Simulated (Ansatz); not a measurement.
# CoSi: the cost of one run

Method: DFT r²SCAN, scalar-relativistic, plane waves, PAW, in Ansatz 0.2.0.

The COD entry's cell or inner coordinates are ideal or old and differ from later refinements, so a difference from it is no clean test against experiment.

### Step 1. The starting structure

It takes space group P2_13 (No. 198, cubic). Conventional cell: a = 4.384 Å, b = 4.384 Å, c = 4.384 Å, α = 90.00°, β = 90.00°, γ = 90.00°. Co (site symmetry 3) is surrounded by 7 Si at 2.29 to 2.40 Å. Si (site symmetry 3) has 7 Co at 2.29 to 2.40 Å as nearest neighbours.

Structure file:

```
CELL_PARAMETERS angstrom
4.38353 0.00000 0.00000
0.00000 4.38353 0.00000
0.00000 0.00000 4.38353
ATOMIC_POSITIONS crystal
Co 0.14567 0.14567 0.14567
Co 0.35433 0.85433 0.64567
Co 0.64567 0.35433 0.85433
Co 0.85433 0.64567 0.35433
Si 0.84361 0.84361 0.84361
Si 0.65639 0.15639 0.34361
Si 0.34361 0.65639 0.15639
Si 0.15639 0.34361 0.65639
```

This cell comes from an earlier session at r²SCAN: 10.529 Å³/atom at -0.10 GPa, on a 8×8×8 mesh.

### Step 2. Ferrimagnetic, in the cell as typed

The input, input.yaml:

```yaml
crystal:
  lattice:
    - [4.3835274897, 0.0, 0.0]
    - [0.0, 4.3835274897, 0.0]
    - [0.0, 0.0, 4.3835274897]
  atoms:
    - { symbol: Co, position: [0.1456679498, 0.1456679498, 0.1456679498], spin: 1.5 }
    - { symbol: Co, position: [0.3543320502, 0.8543320502, 0.6456679498], spin: 1.5 }
    - { symbol: Co, position: [0.6456679498, 0.3543320502, 0.8543320502], spin: 1.5 }
    - { symbol: Co, position: [0.8543320502, 0.6456679498, 0.3543320502], spin: -1.5 }
    - { symbol: Si, position: [0.8436087782, 0.8436087782, 0.8436087782] }
    - { symbol: Si, position: [0.6563912218, 0.1563912218, 0.3436087782] }
    - { symbol: Si, position: [0.3436087782, 0.6563912218, 0.1563912218] }
    - { symbol: Si, position: [0.1563912218, 0.3436087782, 0.6563912218] }
basis:
  ecutwfc: 500
  ecutrho_ratio: 4
kpoints:
  mp_grid: { grid: [8, 8, 8] }
hamiltonian:
  xc: r2scan
scf:
  occupations: { method: gaussian, width: 0.05 }
  lower_state_search: "off"
output:
  forces: true
  stress: true
  eigenvalues: true
  populations: true
magnetization:
  spin_polarized: true
```

Started as:

```sh
$ ansatz run input.yaml --threads 4 --pin off --max-ram 10240MiB --backend cpu --events-out ev --progress --plain --runs-dir out
```

**Question.** How long does this run take on 4 threads of Intel Xeon at 2.50GHz (Skylake/Cascade Lake), shared host, and how much memory does it need?

About 4.9 min, with a peak of 1.1 GiB.
